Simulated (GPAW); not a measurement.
# NbSi (Fm-3m) in GPAW: further runs

One crystal, NbSi, is run at these levels: AM05, PW91, SCAN, RPBE; tasks: relaxation of cell and atoms.

Program: GPAW 26.7.0. These are calculated values, not measurements. Logs are shortened: lines on timing, memory, paths and dates and some standing lists are left out, and cuts for length are marked. The log counts tension as positive stress, the text compression.

## Step 1: The structure

It takes space group Fm-3m (No. 225, cubic). Conventional cell: a = 5.148 Å, b = 5.148 Å, c = 5.148 Å, α = 90.00°, β = 90.00°, γ = 90.00°. Around Nb (site symmetry m-3m) lie 6 Si at 2.57 Å. Si (site symmetry m-3m) has 6 Nb at 2.57 Å as nearest neighbours.

The cell was built by a generator and needn't be a form met in nature.

## Step 2: Relaxation of cell and atoms, AM05

Input file run.py:

```python
from ase.filters import FrechetCellFilter
from ase.io import read, write
from ase.optimize import BFGS
from gpaw import GPAW, PW, setup_paths

setup_paths.insert(0, '.')

atoms = read('NbSi.xyz')

calc = GPAW(mode=PW(600),
            xc='AM05',
            kpts={'size': (8, 8, 8), 'gamma': True},
            occupations={'name': 'fermi-dirac', 'width': 0.05},
            nbands=19,
            convergence={'density': 1e-05, 'energy': 1e-05},
            maxiter=150,
            txt='gpaw.txt')
atoms.calc = calc
opt = BFGS(FrechetCellFilter(atoms), trajectory='relax.traj', logfile='-')
done = opt.run(fmax=0.02, steps=60)
calc.write('gs.gpw')
write('result.traj', atoms)
print('Converged:', done)
print('Cell:', atoms.cell.cellpar().round(4))
print('Volume:', round(atoms.get_volume(), 4))
print(atoms.get_scaled_positions().round(5))
```

Input file NbSi.xyz:

```xyz
2
Lattice="0.0000000000 2.5738300000 2.5738300000 2.5738300000 0.0000000000 2.5738300000 2.5738300000 2.5738300000 0.0000000000" Properties=species:S:1:pos:R:3 pbc="T T T"
Nb     0.0000000000      0.0000000000      0.0000000000
Si     2.5738300000      2.5738300000      2.5738300000
```

Potentials or basis: PAW data sets generated in the run's folder for this functional, pw.

Run with:

```
gpaw-setup -f AM05 Nb Si
OMP_NUM_THREADS=1 python run.py
```

gpaw.txt:

```text
__  _  _
 | _ |_)|_||  |
 |__||  | ||/\| - 26.7.0

Input parameters:
  mode=PW(ecut=600.0),
  convergence={'density': 1e-05, 'energy': 1e-05},
  kpts=MonkhorstPack(size=(8, 8, 8), gamma=True),
  maxiter=150,
  nbands=19,
  occupations=Occupations(name='fermi-dirac', width=0.05),
  xc=XC(name='AM05')

Diagonalizing LCAO Hamiltonian
Converting LCAO to pw mode

               Si

       Nb

Atoms  # Å, Bohr magnetons
|   | symbol |        x |        y |        z |    initial magnetic moments |
|---|--------|----------|----------|----------|-----------------------------|
| 0 |     Nb | 0.000000 | 0.000000 | 0.000000 | ( 0.0000,  0.0000,  0.0000) |
| 1 |     Si | 2.573830 | 2.573830 | 2.573830 | ( 0.0000,  0.0000,  0.0000) |

Unit cell  # Å
| periodic |        x |        y |        z |  lengths |    angles |
|----------|----------|----------|----------|----------|-----------|
|      yes | 0.000000 | 2.573830 | 2.573830 | 3.639945 | 60.000000 |
|      yes | 2.573830 | 0.000000 | 2.573830 | 3.639945 | 60.000000 |
|      yes | 2.573830 | 2.573830 | 0.000000 | 3.639945 | 60.000000 |

Number of symmetries: 48
Symmetry operations  # r_c * U_cc + t_c -> r_c
|    | kind |            matrix            |
|----|------|------------------------------|
|  0 |  σ   |  1, 0, 0,  1, 0,-1,  1,-1, 0 |
|  1 |  C2  |  1, 0, 0,  1,-1, 0,  1, 0,-1 |
|  2 |  E   |  1, 0, 0,  0, 1, 0,  0, 0, 1 |
|  3 |  σ   |  1, 0, 0,  0, 0, 1,  0, 1, 0 |
|  4 |  C4  |  1, 0,-1,  1, 0, 0,  1,-1, 0 |
|  5 |  S6  |  1, 0,-1,  1,-1, 0,  1, 0, 0 |
|  6 |  σ   |  1, 0,-1,  0, 1,-1,  0, 0,-1 |
|  7 |  C3  |  1, 0,-1,  0, 0,-1,  0, 1,-1 |
|  8 |  S6  |  1,-1, 0,  1, 0, 0,  1, 0,-1 |
|  9 |  C4  |  1,-1, 0,  1, 0,-1,  1, 0, 0 |
| 10 |  C3  |  1,-1, 0,  0,-1, 1,  0,-1, 0 |
| 11 |  σ   |  1,-1, 0,  0,-1, 0,  0,-1, 1 |
| 12 |  σ   |  0, 1, 0,  1, 0, 0,  0, 0, 1 |
| 13 |  C4  |  0, 1, 0,  0, 1,-1, -1, 1, 0 |
| 14 |  C3  |  0, 1, 0,  0, 0, 1,  1, 0, 0 |
| 15 |  S6  |  0, 1, 0, -1, 1, 0,  0, 1,-1 |
| 16 |  C2  |  0, 1,-1,  1, 0,-1,  0, 0,-1 |
| 17 |  σ   |  0, 1,-1,  0, 1, 0, -1, 1, 0 |
| 18 |  S4  |  0, 1,-1,  0, 0,-1,  1, 0,-1 |
| 19 |  C4  |  0, 1,-1, -1, 1, 0,  0, 1, 0 |
| 20 |  C3  |  0, 0, 1,  1, 0, 0,  0, 1, 0 |
| 21 |  σ   |  0, 0, 1,  0, 1, 0,  1, 0, 0 |
[... 194 lines left out ...]
|        ... |               |           |
|          2 |       -21.344 |     2.000 |
|          3 |       -21.344 |     2.000 |
|          4 |        -0.741 |     2.000 |
|          5 |         8.655 |     2.000 |
|          6 |         8.655 |     2.000 |
|          7 |         8.655 |     2.000 |
[... 9 lines left out ...]
|         17 |        23.210 |     0.000 |
|         18 |        26.962 |     0.000 |

No gap
No difference between direct/indirect transitions

Stress tensor  # eV/Ang^3
|         x |        y |         z |
|-----------|----------|-----------|
|  0.033071 | 0.000000 | -0.000000 |
|  0.000000 | 0.033071 |  0.000000 |
| -0.000000 | 0.000000 |  0.033071 |

Forces  # eV/Ang
|       x |        y |        z |
|---------|----------|----------|
| 0.00000 | -0.00000 |  0.00000 |  # Nb   0
| 0.00000 | -0.00000 | -0.00000 |  # Si   1

Interpolating wave functions to new cell

               Si

       Nb

Atoms  # Å, Bohr magnetons
|   | symbol |        x |         y |        z |    initial magnetic moments |
|---|--------|----------|-----------|----------|-----------------------------|
| 0 |     Nb | 0.000000 | -0.000000 | 0.000000 | ( 0.0000,  0.0000,  0.0000) |
| 1 |     Si | 2.563484 |  2.563484 | 2.563484 | ( 0.0000,  0.0000,  0.0000) |

Unit cell  # Å
| periodic |        x |         y |         z |  lengths |    angles |
|----------|----------|-----------|-----------|----------|-----------|
|      yes | 0.000000 |  2.563484 |  2.563484 | 3.625314 | 60.000000 |
|      yes | 2.563484 | -0.000000 |  2.563484 | 3.625314 | 60.000000 |
|      yes | 2.563484 |  2.563484 | -0.000000 | 3.625314 | 60.000000 |

Number of symmetries: 48
Symmetry operations  # r_c * U_cc + t_c -> r_c
|    | kind |            matrix            |
|----|------|------------------------------|
|  0 |  σ   |  1, 0, 0,  1, 0,-1,  1,-1, 0 |
|  1 |  C2  |  1, 0, 0,  1,-1, 0,  1, 0,-1 |
|  2 |  E   |  1, 0, 0,  0, 1, 0,  0, 0, 1 |
|  3 |  σ   |  1, 0, 0,  0, 0, 1,  0, 1, 0 |
|  4 |  C4  |  1, 0,-1,  1, 0, 0,  1,-1, 0 |
|  5 |  S6  |  1, 0,-1,  1,-1, 0,  1, 0, 0 |
|  6 |  σ   |  1, 0,-1,  0, 1,-1,  0, 0,-1 |
|  7 |  C3  |  1, 0,-1,  0, 0,-1,  0, 1,-1 |
|  8 |  S6  |  1,-1, 0,  1, 0, 0,  1, 0,-1 |
|  9 |  C4  |  1,-1, 0,  1, 0,-1,  1, 0, 0 |
| 10 |  C3  |  1,-1, 0,  0,-1, 1,  0,-1, 0 |
| 11 |  σ   |  1,-1, 0,  0,-1, 0,  0,-1, 1 |
| 12 |  σ   |  0, 1, 0,  1, 0, 0,  0, 0, 1 |
| 13 |  C4  |  0, 1, 0,  0, 1,-1, -1, 1, 0 |
| 14 |  C3  |  0, 1, 0,  0, 0, 1,  1, 0, 0 |
| 15 |  S6  |  0, 1, 0, -1, 1, 0,  0, 1,-1 |
| 16 |  C2  |  0, 1,-1,  1, 0,-1,  0, 0,-1 |
| 17 |  σ   |  0, 1,-1,  0, 1, 0, -1, 1, 0 |
| 18 |  S4  |  0, 1,-1,  0, 0,-1,  1, 0,-1 |
| 19 |  C4  |  0, 1,-1, -1, 1, 0,  0, 1, 0 |
| 20 |  C3  |  0, 0, 1,  1, 0, 0,  0, 1, 0 |
| 21 |  σ   |  0, 0, 1,  0, 1, 0,  1, 0, 0 |
[... 152 lines left out ...]
convergence criteria:
- Maximum integral of absolute [dens]ity change: 1e-05 electrons / valence electron
- Maximum [total energy] change in last 3 cyles: 1e-05 eV / valence electron
- Maximum integral of absolute [eigenst]ate change: 4e-08 eV^2 / valence electron
maximum number of iterations: 150

SCF iterations
|iter     | |      energy | eigst |  dens |
|---------|-|-------------|-------|-------|
|iter:   1| |  -16.899388 | -1.85 |       |
|iter:   2| |  -16.897924 | -4.47 | -2.15 |
|iter:   3| |  -16.894390 | -3.78 | -2.21 |
|iter:   4| |  -16.894334 | -5.40 | -2.76 |
|iter:   5| |  -16.894396c| -5.79 | -3.19 |
|iter:   6| |  -16.894397c| -6.80 | -3.71 |
|iter:   7| |  -16.894397c| -8.11c| -4.90 |
|iter:   8| |  -16.894397c| -9.11c| -5.33c|

Converged in 8 steps
Energy contributions relative to reference atoms: (reference = -111662.475634)

Energy contributions:
  Kinetic:           5.668223
  Coulomb:          -8.815756
  Zero:             -0.084186
  External:          0.000000
  Xc:              -13.655440
  Entropy:          -0.014476
  Spinorbit:         0.000000
  ----------------------------
  Free energy:     -16.901635
  Extrapolated:    -16.894397

dipole moment: (-18.757646, -18.757646, -18.757646)  # |e|*Ang
[... 6 lines left out ...]
|        ... |               |           |
|          2 |       -21.166 |     2.000 |
|          3 |       -21.166 |     2.000 |
|          4 |        -0.649 |     2.000 |
|          5 |         8.782 |     2.000 |
|          6 |         8.782 |     2.000 |
|          7 |         8.782 |     2.000 |
[... 9 lines left out ...]
|         17 |        23.485 |     0.000 |
|         18 |        27.295 |     0.000 |

No gap
No difference between direct/indirect transitions

Stress tensor  # eV/Ang^3
|         x |         y |         z |
|-----------|-----------|-----------|
|  0.022170 | -0.000000 | -0.000000 |
| -0.000000 |  0.022170 |  0.000000 |
| -0.000000 |  0.000000 |  0.022170 |

Forces  # eV/Ang
|       x |        y |       z |
|---------|----------|---------|
| 0.00000 |  0.00000 | 0.00000 |  # Nb   0
| 0.00000 | -0.00000 | 0.00000 |  # Si   1

Interpolating wave functions to new cell

               Si

       Nb

Atoms  # Å, Bohr magnetons
|   | symbol |        x |        y |        z |    initial magnetic moments |
|---|--------|----------|----------|----------|-----------------------------|
| 0 |     Nb | 0.000000 | 0.000000 | 0.000000 | ( 0.0000,  0.0000,  0.0000) |
| 1 |     Si | 2.543311 | 2.543311 | 2.543311 | ( 0.0000,  0.0000,  0.0000) |

Unit cell  # Å
| periodic |        x |        y |        z |  lengths |    angles |
|----------|----------|----------|----------|----------|-----------|
|      yes | 0.000000 | 2.543311 | 2.543311 | 3.596786 | 60.000000 |
|      yes | 2.543311 | 0.000000 | 2.543311 | 3.596786 | 60.000000 |
|      yes | 2.543311 | 2.543311 | 0.000000 | 3.596786 | 60.000000 |

Number of symmetries: 48
Symmetry operations  # r_c * U_cc + t_c -> r_c
|    | kind |            matrix            |
|----|------|------------------------------|
|  0 |  σ   |  1, 0, 0,  1, 0,-1,  1,-1, 0 |
|  1 |  C2  |  1, 0, 0,  1,-1, 0,  1, 0,-1 |
|  2 |  E   |  1, 0, 0,  0, 1, 0,  0, 0, 1 |
|  3 |  σ   |  1, 0, 0,  0, 0, 1,  0, 1, 0 |
|  4 |  C4  |  1, 0,-1,  1, 0, 0,  1,-1, 0 |
|  5 |  S6  |  1, 0,-1,  1,-1, 0,  1, 0, 0 |
|  6 |  σ   |  1, 0,-1,  0, 1,-1,  0, 0,-1 |
|  7 |  C3  |  1, 0,-1,  0, 0,-1,  0, 1,-1 |
|  8 |  S6  |  1,-1, 0,  1, 0, 0,  1, 0,-1 |
|  9 |  C4  |  1,-1, 0,  1, 0,-1,  1, 0, 0 |
| 10 |  C3  |  1,-1, 0,  0,-1, 1,  0,-1, 0 |
| 11 |  σ   |  1,-1, 0,  0,-1, 0,  0,-1, 1 |
| 12 |  σ   |  0, 1, 0,  1, 0, 0,  0, 0, 1 |
| 13 |  C4  |  0, 1, 0,  0, 1,-1, -1, 1, 0 |
| 14 |  C3  |  0, 1, 0,  0, 0, 1,  1, 0, 0 |
| 15 |  S6  |  0, 1, 0, -1, 1, 0,  0, 1,-1 |
| 16 |  C2  |  0, 1,-1,  1, 0,-1,  0, 0,-1 |
| 17 |  σ   |  0, 1,-1,  0, 1, 0, -1, 1, 0 |
| 18 |  S4  |  0, 1,-1,  0, 0,-1,  1, 0,-1 |
| 19 |  C4  |  0, 1,-1, -1, 1, 0,  0, 1, 0 |
| 20 |  C3  |  0, 0, 1,  1, 0, 0,  0, 1, 0 |
| 21 |  σ   |  0, 0, 1,  0, 1, 0,  1, 0, 0 |
[... 192 lines left out ...]
|        ... |               |           |
|          2 |       -20.813 |     2.000 |
|          3 |       -20.813 |     2.000 |
|          4 |        -0.465 |     2.000 |
|          5 |         9.033 |     2.000 |
|          6 |         9.033 |     2.000 |
|          7 |         9.033 |     2.000 |
[... 9 lines left out ...]
|         17 |        24.033 |     0.000 |
|         18 |        27.959 |     0.000 |

No gap
No difference between direct/indirect transitions

Stress tensor  # eV/Ang^3
|         x |         y |         z |
|-----------|-----------|-----------|
| -0.000859 |  0.000000 | -0.000000 |
|  0.000000 | -0.000859 |  0.000000 |
| -0.000000 |  0.000000 | -0.000859 |

Forces  # eV/Ang
|        x |        y |        z |
|----------|----------|----------|
|  0.00000 | -0.00000 | -0.00000 |  # Nb   0
| -0.00000 | -0.00000 | -0.00000 |  # Si   1

# Writing to gs.gpw (mode='')
```

Run time: 46 s. Hardware: 1 thread of Arm Neoverse V1, shared host; peak memory 0.17 GiB.

Results:

| Property | Result |
| --- | --- |
| Free energy | -16.9101 eV |
| Relaxed volume | 16.45 Å³/atom |
| Relaxed cell | a = 3.597 Å, b = 3.597 Å, c = 3.597 Å, α = 60.00°, β = 60.00°, γ = 60.00° |
| Space group after relaxing (to 0.05 Å) | Fm-3m (No. 225) |
| Energy gained by relaxing | 10.2 meV/atom |
| Ionic steps | 3 |
| Pressure after relaxing | 0.1 GPa |
| Band gap on the k mesh | none (metal or under the smearing width) |

Step by step:
| step | energy change (eV) | largest force (eV/Å) | pressure (GPa) | volume (Å³) |
| --- | --- | --- | --- | --- |
| 1 | 0.0000 | 0.0000 | -5.30 | 34.10 |
| 2 | -0.0115 | 0.0000 | -3.55 | 33.69 |
| 3 | -0.0205 | 0.0000 | 0.14 | 32.90 |

Final structure:
```yaml
crystal:
  lattice:
    - [0.00000, 2.54331, 2.54331]
    - [2.54331, 0.00000, 2.54331]
    - [2.54331, 2.54331, 0.00000]
  atoms:
    - { symbol: Nb, position: [0.00000, 0.00000, 0.00000] }
    - { symbol: Si, position: [0.50000, 0.50000, 0.50000] }
```

Levels at points of the mesh, in eV from the Fermi level:
```tsv
k point	band 6	band 7	band 8	band 9	band 10	band 11
(0.00, 0.00, 0.00)	-1.33	-1.33	-1.33	-0.69	-0.69	2.56
(0.50, 0.50, 0.00)	-3.58	-3.38	0.09	0.09	0.44	2.07
(0.50, 0.50, 0.50)	-6.10	-3.26	-3.26	1.38	1.38	2.69
```

Caveat: later steps reuse the first step's grids.

## Step 3: Relaxation of cell and atoms, PW91

Changes to run.py since step 2:

```diff
@@ -10,3 +10,3 @@
 calc = GPAW(mode=PW(600),
-            xc='AM05',
+            xc='GGA_X_PW91+GGA_C_PW91',
             kpts={'size': (8, 8, 8), 'gamma': True},
```

NbSi.xyz is that of step 2.

Potentials or basis: PAW data sets generated in the run's folder for this functional, pw.

Run with:

```
gpaw-setup -f GGA_X_PW91+GGA_C_PW91 Nb Si
OMP_NUM_THREADS=1 python run.py
```

Run time: 21 s. Hardware: 1 thread of Arm Neoverse V1, shared host; peak memory 0.15 GiB.

It converged, with:

```
Free energy             : -16.1789 eV
Pressure after relaxing : 0.1 GPa
Band gap on the k mesh  : none (metal or under the smearing width)
```

Final structure:
```
Nb Si
1.0
     0.00000    2.57383    2.57383
     2.57383    0.00000    2.57383
     2.57383    2.57383    0.00000
Nb Si
1 1
Direct
  0.00000 0.00000 0.00000
  0.50000 0.50000 0.50000
```

Levels at points of the mesh, in eV from the Fermi level:
```
           k point  band 6  band 7  band 8  band 9  band 10  band 11
(0.00, 0.00, 0.00)   -1.22   -1.22   -1.22   -0.68    -0.68     2.40
(0.50, 0.50, 0.00)   -3.47   -3.12    0.03    0.03     0.37     1.95
(0.50, 0.50, 0.50)   -5.87   -3.17   -3.17    1.30     1.30     2.52
```

Caveat: the relaxation stopped at its first step, so nothing moved; later steps reuse the first step's grids.

## Step 4: Relaxation of cell and atoms, SCAN

Changes to run.py since step 3:

```diff
@@ -3,5 +3,3 @@
 from ase.optimize import BFGS
-from gpaw import GPAW, PW, setup_paths
-
-setup_paths.insert(0, '.')
+from gpaw import GPAW, PW
 
@@ -10,3 +8,3 @@
 calc = GPAW(mode=PW(600),
-            xc='GGA_X_PW91+GGA_C_PW91',
+            xc='MGGA_X_SCAN+MGGA_C_SCAN',
             kpts={'size': (8, 8, 8), 'gamma': True},
```

NbSi.xyz is that of step 3.

Potentials or basis: GPAW PAW data sets (gpaw-data 1.2.1), pw.

Run with:

```
OMP_NUM_THREADS=1 python run.py
```

It took 3.3 min on 1 thread of Arm Neoverse V1, shared host; peak memory 0.52 GiB.

The run converged. Its results:

* Free energy: -40.6377 eV
* Relaxed volume: 16.77 Å³/atom
* Relaxed cell: a = 3.620 Å, b = 3.620 Å, c = 3.620 Å, α = 60.00°, β = 60.00°, γ = 60.00°
* Space group after relaxing (to 0.05 Å): Fm-3m (No. 225)
* Energy gained by relaxing: 2.1 meV/atom
* Ionic steps: 3
* Pressure after relaxing: 0.0 GPa
* Band gap on the k mesh: none (metal or under the smearing width)

The path:
```tsv
step	energy change (eV)	largest force (eV/Å)	pressure (GPa)	volume (Å³)
1	0.0000	0.0000	-2.46	34.10
2	-0.0024	0.0000	-1.64	33.91
3	-0.0043	0.0000	0.02	33.54
```

Final structure:
```xyz
2
Lattice="0.0000 2.5596 2.5596 2.5596 0.0000 2.5596 2.5596 2.5596 0.0000" Properties=species:S:1:pos:R:3 pbc="T T T"
Nb    0.0000    0.0000    0.0000
Si    2.5596    2.5596    2.5596
```

Levels at points of the mesh, in eV from the Fermi level:
| k point | band 6 | band 7 | band 8 | band 9 | band 10 | band 11 | band 12 | band 13 |
| --- | --- | --- | --- | --- | --- | --- | --- | --- |
| (0.00, 0.00, 0.00) | -1.27 | -1.27 | -1.27 | -0.91 | -0.91 | 2.50 | 2.50 | 2.50 |
| (0.50, 0.50, 0.00) | -3.82 | -3.35 | -0.05 | -0.05 | 0.23 | 2.24 | 2.24 | 3.25 |
| (0.50, 0.50, 0.50) | -6.32 | -3.51 | -3.51 | 1.48 | 1.48 | 2.83 | 4.59 | 7.24 |

Caveat: later steps reuse the first step's grids; the PAW data sets were made with another functional, which shifts forces and pressure a little.

## Step 5: Relaxation of cell and atoms, RPBE

Changes to run.py since step 4:

```diff
@@ -8,3 +8,3 @@
 calc = GPAW(mode=PW(600),
-            xc='MGGA_X_SCAN+MGGA_C_SCAN',
+            xc='RPBE',
             kpts={'size': (8, 8, 8), 'gamma': True},
```

NbSi.xyz is that of step 4.

Potentials or basis: the program's PAW data sets (release 1.2.1) made for this functional, pw.

Run with:

```
OMP_NUM_THREADS=1 python run.py
```

Wall time 41 s (1 thread of Arm Neoverse V1, shared host); peak memory 0.17 GiB.

The run converged. Its results:

```yaml
Free_energy: -15.3599 eV
Relaxed_volume: 17.33 Å³/atom
Relaxed_cell: a = 3.660 Å, b = 3.660 Å, c = 3.660 Å, α = 60.00°, β = 60.00°, γ = 60.00°
Space_group_after_relaxing_to_0.05_Å: Fm-3m (No. 225)
Energy_gained_by_relaxing: 2.0 meV/atom
Ionic_steps: 3
Pressure_after_relaxing: 0.0 GPa
Band_gap_on_the_k_mesh: none (metal or under the smearing width)
```

The path:
| step | energy change (eV) | largest force (eV/Å) | pressure (GPa) | volume (Å³) |
| --- | --- | --- | --- | --- |
| 1 | 0.0000 | 0.0000 | 2.42 | 34.10 |
| 2 | -0.0023 | 0.0000 | 1.58 | 34.29 |
| 3 | -0.0039 | 0.0000 | 0.02 | 34.66 |

Final structure:
```
Nb Si
1.0
     0.00000    2.58771    2.58771
     2.58771    0.00000    2.58771
     2.58771    2.58771    0.00000
Nb Si
1 1
Direct
  0.00000 0.00000 0.00000
  0.50000 0.50000 0.50000
```

Levels at points of the mesh, in eV from the Fermi level:
| k point | band 5 | band 6 | band 7 | band 8 | band 9 | band 10 | band 11 | band 12 |
| --- | --- | --- | --- | --- | --- | --- | --- | --- |
| (0.00, 0.00, 0.00) | -10.58 | -1.19 | -1.19 | -1.19 | -0.67 | -0.67 | 2.38 | 2.38 |
| (0.50, 0.50, 0.00) | -8.32 | -3.50 | -3.07 | 0.00 | 0.00 | 0.37 | 1.92 | 1.92 |
| (0.50, 0.50, 0.50) | -7.23 | -5.82 | -3.13 | -3.13 | 1.28 | 1.28 | 2.48 | 4.36 |

Caveat: later steps reuse the first step's grids.

## Step 6: Overview

```tsv
level	potentials or basis	gap on the mesh (eV)	pressure (GPa)	relaxed volume (Å³/atom)
AM05	PAW data sets generated in the run's folder for this functional, pw	none	0.1	16.45
PW91	PAW data sets generated in the run's folder for this functional, pw	none	0.1	-
SCAN	GPAW PAW data sets (gpaw-data 1.2.1), pw	none	0.0	16.77
RPBE	the program's PAW data sets (release 1.2.1) made for this functional, pw	none	0.0	17.33
```

Alike in all rows: task relaxation of cell and atoms; no spin polarisation; cell relaxed; k mesh 8 × 8 × 8; cutoff (eV) 600; smearing fermi-dirac 0.05 eV.

Caveats: later steps reuse the first step's grids; the relaxation stopped at its first step, so nothing moved (some runs); the PAW data sets were made with another functional, which shifts forces and pressure a little (some runs).

Total energies depend on the potentials used, so only differences within one code and one set of settings carry meaning.
